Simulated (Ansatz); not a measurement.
**UB2PLYP/STO-3G run of O2F (SMILES [O]OF)**

Aim: the electronic atomisation energy of O2F at UB2PLYP/STO-3G, from 3 runs. 

Program for the calculation: Ansatz 0.2.0.

38 further runs of the same task are left out: 11 that didn't finish, 27 set aside as unsound or not needed.

### 1 Starting point

O2F: 3 atoms, total charge 0, spin state doublet. SMILES: `[O]OF`. Geometry: relaxed at PBE0-D4/def2-TZVP.

Bond lengths: O1–O2 1.181 Å. A long bond or contact: O2–F3 1.573 Å.

### 2 A single-point energy at UB2PLYP/STO-3G

run.yaml

```yaml
crystal:
  periodic: [false, false, false]
  atoms:
    - {symbol: O, position_ang: [0.933400, -0.295440, 0.482240]}
    - {symbol: O, position_ang: [0.133270, 0.497870, 0.127930]}
    - {symbol: F, position_ang: [-1.066650, -0.202430, -0.610160]}
basis:
  gaussian:
    orbitals: STO-3G
magnetization:
  spin_polarized: true
  initial_magnetization: 1
hamiltonian:
  xc: {name: B2PLYP}
correlation:
  frozen_orbitals: {F: 1, O: 1}
accuracy: high
```

Command:

```console
$ ansatz run run.yaml --threads 1 --pin off --max-ram 3480MiB --events-out events.jsonl --progress --plain --runs-dir runs
```

Standard output:

```text
Warning: RAYON_NUM_THREADS=1 ignored (pool sized by the plan → 1); use --threads N
Functional definition: B2PLYP
  name "B2PLYP"
  parameter a = 0.53
  parameter c = 0.27
  exchange = (1 - a)*b88_x + a*exact_x
  correlation = (1 - c)*lyp_c + c*(mp2_os + mp2_ss)
250 factors; integrals over basis functions are off by at most 5.0e-8 eV
mean field evaluation 1: about -6696.1968 eV, gradient 2.1e1 eV
mean field evaluation 2: about -6696.2700 eV, gradient 2.1e1 eV
mean field evaluation 4: about -6699.8311 eV, gradient 8.2e0 eV
mean field evaluation 8: about -6700.3788 eV, gradient 5.7e-1 eV
mean field evaluation 16: about -6700.5898 eV, gradient 1.4e-2 eV
mean field evaluation 32: about -6700.3319 eV, gradient 1.8e-3 eV
mean field -6700.58980868 eV, -246.2421336460 hartree, gradient 6.1e-8 eV, S^2 1.128368; 2 other end points of the search recorded, 0 dependent functions left out
3 core orbitals not correlated: weight in the atoms' cores, before any rotation towards them, 1.000 or more for the frozen orbitals, at most 0.000 for the correlated occupied ones
reference -6700.58981753 eV, -246.2421339714 hartree; 10, 9 occupied and 2, 3 virtual orbitals, 250 factors
second order -3.76929601 eV of doubles, -0.00000000 eV of singles
Total energy: -6701.60752746 eV, -246.2795341213 hartree
```

Wall time 2.7 s (1 thread of Arm Neoverse V1, shared host); peak memory 0.11 GiB.

### 3 The F atom, same level

in.yaml

```yaml
crystal:
  periodic: [false, false, false]
  atoms:
    - {symbol: F, position_ang: [0.000000, 0.000000, 0.000000]}
basis:
  gaussian:
    orbitals: STO-3G
magnetization:
  spin_polarized: true
  initial_magnetization: 1
hamiltonian:
  xc: {name: B2PLYP}
correlation:
  frozen_orbitals: {F: 1}
accuracy: high
```

Run the same way, it converges to -98.18742 Eh (log not shown).

### 4 The O atom, same level

input.yaml

```yaml
crystal:
  periodic: [false, false, false]
  atoms:
    - {symbol: O, position_ang: [0.000000, 0.000000, 0.000000]}
basis:
  gaussian: {orbitals: STO-3G}
magnetization: {spin_polarized: true, initial_magnetization: 2}
hamiltonian: {xc: {name: B2PLYP}}
correlation: {frozen_orbitals: {O: 1}}
accuracy: high
```

Run the same way, it converges to -73.96694 Eh (log not shown).

### 5 Outcome

At UB2PLYP/STO-3G, 3 core orbitals frozen:

| quantity | value |
| --- | --- |
| molecule: total energy | -246.27953 Eh |
| molecule: ⟨S²⟩ | 1.128 |
| F atom: total energy | -98.18742 Eh |
| F atom: ⟨S²⟩ | 0.750 |
| O atom: total energy | -73.96694 Eh |
| O atom: ⟨S²⟩ | 2.000 |
| electronic atomisation energy | 4.306 eV |

**Reading.** Taking the molecule apart into free atoms costs 4.31 eV (415 kJ/mol), before zero-point energy and without spin-orbit coupling. In a minimal basis such a difference can be off by several eV, whatever the method. ⟨S²⟩ (molecule) is 1.13 where a pure doublet has 0.75: the reference is spin-contaminated.
